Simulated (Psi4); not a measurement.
# BHBr (SMILES [BH]Br) at UHF/def2-QZVPPD (density fitting, sweep point 7)

Aim: the vertical electron affinity of BHBr at UHF/def2-QZVPPD (density fitting, sweep point 7), from 2 runs. 

The calculation is run with Psi4 1.11.

## Step 1: Starting point

The species is BHBr (3 atoms), meant as a doublet with charge 0. SMILES: `[BH]Br`. The shape is that of a PBE0-D4/def2-TZVP optimisation.

Bond lengths: B1–Br2 1.868 Å, B1–H3 1.193 Å. Angles: Br2–B1–H3 123.6°.

## Step 2: The energy at UHF/def2-QZVPPD (density fitting, sweep point 7)

Input file bbrh.dat:

```
memory 1.6 GB

molecule m {
  0 2
  B     -0.094500    -0.523000    -0.115700
  Br     1.181000     0.563200     0.709800
  H     -1.097400    -0.105000    -0.607300
  symmetry c1
}

set basis def2-QZVPPD
set reference uhf
set puream true
set scf_type df
set maxiter 150

energy("hf")
print_variables()
```

Launch:

```console
$ psi4 bbrh.dat bbrh.out -n 1
```

bbrh.out:

```text
[...]
  Running in c1 symmetry.
[...]
  Nuclear repulsion =   58.623728353523035
[...]
  Multiplicity = 2
[...]
  Nalpha       = 21
  Nbeta        = 20
[...]
    Number of basis functions: 194
[...]
   @DF-UHF iter   1: -2597.42592085084698   -1.93723e+00   8.74998e-03 DIIS/ADIIS
[...]
   @DF-UHF iter   9: -2597.69957593233767   -1.24702e-07   4.34605e-07 DIIS
[...]
   @S^2 Observed:                7.559143283E-01
[...]
    Orbital Energies [Eh]
    ---------------------
    Alpha Occupied:
       1A   -490.037276     2A    -65.178115     3A    -58.533227
       4A    -58.532495     5A    -58.532420     6A     -9.851589
       7A     -7.693497     8A     -7.461314     9A     -7.458069
      10A     -7.457573    11A     -3.203950    12A     -3.202413
      13A     -3.201221    14A     -3.197589    15A     -3.197485
      16A     -1.048164    17A     -0.688864    18A     -0.542015
      19A     -0.470340    20A     -0.451356    21A     -0.347508
    Alpha Virtual:
      22A      0.038676    23A      0.039280    24A      0.055641
      25A      0.058427    26A      0.060943    27A      0.110556
[...]
  @DF-UHF Final Energy: -2597.69957593233767
   => Energetics <=
    Nuclear Repulsion Energy =             58.6237283535230347
    One-Electron Energy =               -3732.5555567011242601
    Two-Electron Energy =                1076.2322524152637016
    Total Energy =                      -2597.6995759323376660
  UHF NO Occupations:
  HONO-2 :   19  A 1.9995277
  HONO-1 :   20  A 1.9982802
[...]
 Multipole Moments:
 ------------------------------------------------------------------------------------
     Multipole            Electronic (a.u.)      Nuclear  (a.u.)        Total (a.u.)
 ------------------------------------------------------------------------------------
 L = 1.  Multiply by 2.5417464519 to convert [e a0] to [Debye]
 Dipole X            :          2.5767126           -2.8160972           -0.2393847
 Dipole Y            :          0.7984796           -0.7678435            0.0306361
 Dipole Z            :          0.0000000           -0.0000000            0.0000000
 Magnitude           :                                                    0.2413371
[...]
```

It took 5.4 s on 1 thread of Intel Xeon Platinum 8259CL at 2.50GHz (Skylake/Cascade Lake), shared host; peak memory 0.37 GiB.

## Step 3: The singlet anion at the same level

Input file bbrh.inp:

```
memory 1600 mb

molecule system {
  -1 1
  B     -0.094500    -0.523000    -0.115700
  Br     1.181000     0.563200     0.709800
  H     -1.097400    -0.105000    -0.607300
  units angstrom
  symmetry c1
}

set {
  reference rhf
  puream true
  scf_type df
}

e_tot, wfn = energy("scf/def2-QZVPPD", return_wfn=True)
```

Launch:

```console
$ psi4 -i bbrh.inp -o bbrh.out -n 1
```

bbrh.out:

```text
[...]
  Running in c1 symmetry.
[...]
  Nuclear repulsion =   58.623728353523035
[...]
  Multiplicity = 1
[...]
  Nalpha       = 21
  Nbeta        = 21
[...]
    Number of basis functions: 194
[...]
   @DF-RHF iter   1: -2597.35282528274820   -1.86414e+00   8.85374e-03 DIIS/ADIIS
[...]
   @DF-RHF iter  10: -2597.66584540515260   -4.47972e-08   1.16789e-07 DIIS
[...]
    Orbital Energies [Eh]
    ---------------------
    Doubly Occupied:
       1A   -489.830028     2A    -64.971166     3A    -58.325924
       4A    -58.325813     5A    -58.325438     6A     -9.644767
       7A     -7.418427     8A     -7.254010     9A     -7.252166
      10A     -7.250530    11A     -2.996715    12A     -2.995659
      13A     -2.994086    14A     -2.991569    15A     -2.991336
      16A     -0.836838    17A     -0.441422    18A     -0.310544
      19A     -0.252226    20A     -0.246972    21A     -0.018984
[...]
  @DF-RHF Final Energy: -2597.66584540515260
   => Energetics <=
    Nuclear Repulsion Energy =             58.6237283535230347
    One-Electron Energy =               -3741.2300352270203803
    Two-Electron Energy =                1084.9404614683446653
    Total Energy =                      -2597.6658454051530498
[...]
 Multipole Moments:
 ------------------------------------------------------------------------------------
     Multipole            Electronic (a.u.)      Nuclear  (a.u.)        Total (a.u.)
 ------------------------------------------------------------------------------------
 L = 1.  Multiply by 2.5417464519 to convert [e a0] to [Debye]
 Dipole X            :          4.3372320           -2.8160972            1.5211347
 Dipole Y            :          3.1299453           -0.7678435            2.3621018
 Dipole Z            :          0.0000000           -0.0000000            0.0000000
 Magnitude           :                                                    2.8095152
[...]
```

It took 4.8 s on 1 thread of Intel Xeon Platinum 8259CL at 2.50GHz (Skylake/Cascade Lake), shared host; peak memory 0.36 GiB.

## Step 4: What came out

At UHF/def2-QZVPPD (density fitting, sweep point 7):

| quantity | value |
| --- | --- |
| doublet BHBr: total energy | -2597.69958 Eh |
| doublet BHBr: dipole moment | 0.61 D |
| doublet BHBr: HOMO energy (highest over α and β) | -9.46 eV |
| doublet BHBr: LUMO energy (lowest over α and β) | 0.94 eV |
| doublet BHBr: ⟨S²⟩ | 0.756 |
| singlet anion: total energy | -2597.66585 Eh |
| singlet anion: HOMO energy | -0.52 eV |
| singlet anion: LUMO energy | 3.80 eV |
| singlet anion: HOMO–LUMO gap (to an unbound level, set by the basis) | 4.31 eV |
| vertical electron affinity (to the singlet anion) | -0.918 eV |

What this shows: The anion lies 0.92 eV (88.6 kJ/mol) above the neutral: the electron isn't bound at this level, and such a value depends on the basis. Hartree–Fock misses the correlation that binds many anions.
